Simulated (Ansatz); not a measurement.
# SiGeF6: small, medium and large basis sets

How large a basis does SiGeF6 need? Two functionals are run in growing sets.

The runs use Ansatz 0.2.0, Gaussian basis; one geometry, several basis sets.

Levels to be run: PBE0-D4/def2-SVP; ωB97M-V/def2-SVP; PBE0-D4/def2-QZVPP; ωB97M-V/def2-QZVPP; the functionals' def2-TZVPP values are taken from earlier runs.

## Step 1: Structure used throughout

The geometry comes from an earlier relaxation with PBE0-D4 in a triple-zeta def2 set; it is a stationary point, not always the lowest conformer.

SMILES `F[Si](F)(F)[Ge]([F])([F])[F]`, 8 atoms, charge 0, spin multiplicity 1.

Atoms are counted from 1 here; the program's logs count them from 0.

Bond lengths: F1–Si2 1.568 Å, Si2–F3 1.568 Å, Si2–F4 1.568 Å, Si2–Ge5 2.381 Å, Ge5–F6 1.711 Å, Ge5–F7 1.711 Å, Ge5–F8 1.711 Å. Angles: F1–Si2–F3 109.4°, F1–Si2–F4 109.4°, F1–Si2–Ge5 109.5°, F3–Si2–F4 109.4°, F3–Si2–Ge5 109.5°, F4–Si2–Ge5 109.5°, Si2–Ge5–F6 112.6°, Si2–Ge5–F7 112.6°, Si2–Ge5–F8 112.6°, F6–Ge5–F7 106.2°, F6–Ge5–F8 106.2°, F7–Ge5–F8 106.2°.

## Step 2: PBE0-D4 in def2-SVP

Input file in.yaml:

```yaml
crystal:
  periodic: [false, false, false]
  atoms:
    - {symbol: F, position_ang: [0.726555, -1.659303, 1.426469]}
    - {symbol: Si, position_ang: [0.900728, -0.866614, 0.085320]}
    - {symbol: F, position_ang: [0.796989, -1.858881, -1.123825]}
    - {symbol: F, position_ang: [2.305514, -0.171121, 0.069775]}
    - {symbol: Ge, position_ang: [-0.806172, 0.783330, -0.091582]}
    - {symbol: F, position_ang: [-0.769486, 1.908069, 1.197433]}
    - {symbol: F, position_ang: [-0.684673, 1.701854, -1.530174]}
    - {symbol: F, position_ang: [-2.377354, 0.105566, -0.089116]}
basis:
  gaussian: {orbitals: def2-SVP}
hamiltonian: {xc: pbe0, dispersion: d4}
output: {orbitals: {seedname: orbitals}}
```

On the command line:

```
$ ansatz run in.yaml --threads 8 --pin off --events-out ev --progress --plain --max-ram 18278MiB
```

After this run come: ωB97M-V in def2-SVP; PBE0-D4 in def2-QZVPP; ωB97M-V in def2-QZVPP.

**Question.** What will the summary of the whole plan be? Wanted: PBE0-D4: double and triple zeta above quadruple; ωB97M-V: double and triple zeta above quadruple.

The runs gave:

| quantity | value |
| --- | --- |
| PBE0-D4: double and triple zeta above quadruple | 33.64, 2.45 eV |
| ωB97M-V: double and triple zeta above quadruple | 33.82, 2.33 eV |

What this shows: PBE0-D4 gains 31.18 eV from double to triple zeta, then 2.45 eV more. These are total energies; as a rule much of such shifts cancels in differences, which this series doesn't test.
